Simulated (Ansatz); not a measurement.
**ClH₃S₂Si: a ladder of functionals and wavefunction methods**

An exercise on one series of results from a longer session: the logs are not shown, and one member is left open.

Method: functionals in def2-TZVPP, the program's frozen cores in correlated methods; program: Ansatz 0.2.0, Gaussian basis.

Plan: LDA (SPW92), PBE-D4, revPBE-D4, BLYP-D4, r2SCAN-D4, B97M-V, PBE0-D4, B3LYP-D4, r2SCANh-D4, r2SCAN0-D4, HSE06-D4, BHLYP-D4, CAM-B3LYP-D4, LC-ωPBE, ωB97X-V, ωB97M-V, B2PLYP, PBE-QIDH; CCSD(T)/def2-SVP; CCSD(T)/def2-TZVPP; MP2/def2-QZVPP; extrapolation to the limit; RPA on PBE.

### The relaxed structure

All runs share one geometry, relaxed beforehand with PBE0-D4 in a triple-zeta def2 set.

SMILES `SS[SiH2]Cl`, 7 atoms, charge 0, spin multiplicity 1.

Atoms are counted from 1 here; the program's logs count them from 0.

Bond lengths: S1–S2 2.065 Å, S1–H5 1.346 Å, S2–Si3 2.128 Å, Si3–Cl4 2.052 Å, Si3–H6 1.482 Å, Si3–H7 1.477 Å. Angles: S2–S1–H5 97.6°, S1–S2–Si3 97.5°, S2–Si3–Cl4 111.5°, S2–Si3–H6 106.4°, S2–Si3–H7 110.4°, Cl4–Si3–H6 108.3°, Cl4–Si3–H7 107.4°, H6–Si3–H7 112.9°.

Set-up of the first run:

Contents of in.yaml:

```yaml
crystal:
  periodic: [false, false, false]
  atoms:
    - {symbol: S, position_ang: [-1.613052, 1.240600, -0.793586]}
    - {symbol: S, position_ang: [0.202355, 0.512182, -1.454874]}
    - {symbol: Si, position_ang: [0.902096, -0.226395, 0.414513]}
    - {symbol: Cl, position_ang: [-0.214942, -1.823804, 1.056152]}
    - {symbol: H, position_ang: [-2.314811, 0.097315, -0.903462]}
    - {symbol: H, position_ang: [2.290214, -0.691046, 0.186174]}
    - {symbol: H, position_ang: [0.809240, 0.823048, 1.449284]}
basis:
  gaussian: {orbitals: def2-TZVPP}
hamiltonian: {xc: lda}
output: {orbitals: {seedname: orbitals}}
```

Command:

```console
ansatz run in.yaml --threads 2 --pin off --events-out ev --progress --plain --max-ram 4352MiB
```

Among the steps run: LDA; PBE-D4 (GGA); revPBE-D4 (GGA); BLYP-D4 (GGA); r2SCAN-D4 (meta-GGA); B97M-V (meta-GGA); PBE0-D4 (hybrid); B3LYP-D4 (hybrid); r2SCANh-D4 (hybrid); r2SCAN0-D4 (hybrid); HSE06-D4 (hybrid); BHLYP-D4 (hybrid); CAM-B3LYP-D4 (range-separated); LC-ωPBE (range-separated); ωB97X-V (range-separated); ωB97M-V (range-separated); B2PLYP (double hybrid); PBE-QIDH (double hybrid).

One table of the session follows, with a row left open; its other results are not shown here.

It belongs to the step «Frontier levels by functional». 

```
  functional  HOMO (eV)  gap (eV)
 LDA (SPW92)      -6.39      3.77
      PBE-D4      -6.26      3.86
   revPBE-D4      -6.21      3.90
     BLYP-D4          ?         ?
   r2SCAN-D4      -6.53      4.30
      B97M-V      -6.65      4.49
     PBE0-D4      -7.47      6.05
    B3LYP-D4      -7.23      5.59
  r2SCANh-D4      -6.97      5.11
  r2SCAN0-D4      -7.64      6.31
    HSE06-D4      -7.07      5.27
    BHLYP-D4      -8.53      8.21
CAM-B3LYP-D4      -8.77      8.51
     LC-ωPBE     -10.15     11.07
     ωB97X-V      -9.79     10.60
     ωB97M-V      -9.61     10.27
```

**Question.** Estimate the row for BLYP-D4.

Worked estimate for «HOMO (eV)». Against the share of exact exchange, B3LYP-D4 (0.2, -7.23), BHLYP-D4 (0.5, -8.53) give a slope of -4.33 per unit share; at 0 the line stands at -6.36.

**Answer.** HOMO (eV): -6.09; gap (eV): 3.85. In «HOMO (eV)» the line misses by -0.27.
